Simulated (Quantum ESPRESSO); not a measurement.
Input of a Quantum ESPRESSO 7.5 run:

pw.in

```
&CONTROL
  calculation = 'scf'
  prefix = 'pwscf'
  outdir = './tmp'
  pseudo_dir = './pseudo'
  tprnfor = .true.
  tstress = .true.
  disk_io = 'low'
/
&SYSTEM
  ibrav = 0
  nat = 3
  ntyp = 2
  ecutwfc = 84
  nbnd = 34
  input_dft = 'vdw-df2'
  occupations = 'smearing'
  smearing = 'mv'
  degauss = 0.00367493
/
&ELECTRONS
  conv_thr = 6d-10
  electron_maxstep = 120
  mixing_beta = 0.5
/
ATOMIC_SPECIES
Zn    65.3800 Zn.upf
Re   186.2070 Re.upf
CELL_PARAMETERS angstrom
   0.0000000000    2.8766070000    2.8766070000
   2.8766070000    0.0000000000    2.8766070000
   2.8766070000    2.8766070000    0.0000000000
ATOMIC_POSITIONS crystal
Zn     0.0000000000    0.0000000000    0.0000000000
Re     0.7500000000    0.7500000000    0.7500000000
Re     0.2500000000    0.2500000000    0.2500000000
K_POINTS automatic
8 8 8 0 0 0
```

pp_density.in

```
&INPUTPP
  prefix = 'pwscf'
  outdir = './tmp'
  filplot = 'density.dat'
  plot_num = 0
/
&PLOT
  nfile = 1
  filepp(1) = 'density.dat'
  iflag = 3
  output_format = 6
  fileout = 'density.cube'
/
```

Contents of pp_potential.in:

```
&INPUTPP
  prefix = 'pwscf'
  outdir = './tmp'
  filplot = 'potential.dat'
  plot_num = 11
/
&PLOT
  nfile = 1
  filepp(1) = 'potential.dat'
  iflag = 3
  output_format = 6
  fileout = 'potential.cube'
/
```

pp_elf.in

```
&INPUTPP
  prefix = 'pwscf'
  outdir = './tmp'
  filplot = 'elf.dat'
  plot_num = 8
/
&PLOT
  nfile = 1
  filepp(1) = 'elf.dat'
  iflag = 3
  output_format = 6
  fileout = 'elf.cube'
/
```

File pp_potential_ks.in:

```
&INPUTPP
  prefix = 'pwscf'
  outdir = './tmp'
  filplot = 'potential_ks.dat'
  plot_num = 1
/
&PLOT
  nfile = 1
  filepp(1) = 'potential_ks.dat'
  iflag = 3
  output_format = 6
  fileout = 'potential_ks.cube'
/
```

Potentials or basis: Ansatz NC SR PBE.

Run with:

```bash
$ OMP_NUM_THREADS=1 pw.x -in pw.in > pw.out
$ OMP_NUM_THREADS=1 pp.x -in pp_density.in > pp_density.out
$ OMP_NUM_THREADS=1 pp.x -in pp_potential.in > pp_potential.out
$ OMP_NUM_THREADS=1 pp.x -in pp_elf.in > pp_elf.out
$ OMP_NUM_THREADS=1 pp.x -in pp_potential_ks.in > pp_potential_ks.out
```

Problem. Estimate the band gap on the k mesh.

Solution. None (metal or under the smearing width).

Problem. What does it give for the pressure?

Solution. 18.3 GPa.

Caveat: the potentials were made for another functional, which shifts forces and pressure; so large a pressure means that the cell lies far from this level's equilibrium, or that cutoff or potentials fall short. Spin-orbit coupling is left out, which matters for the levels of Re.
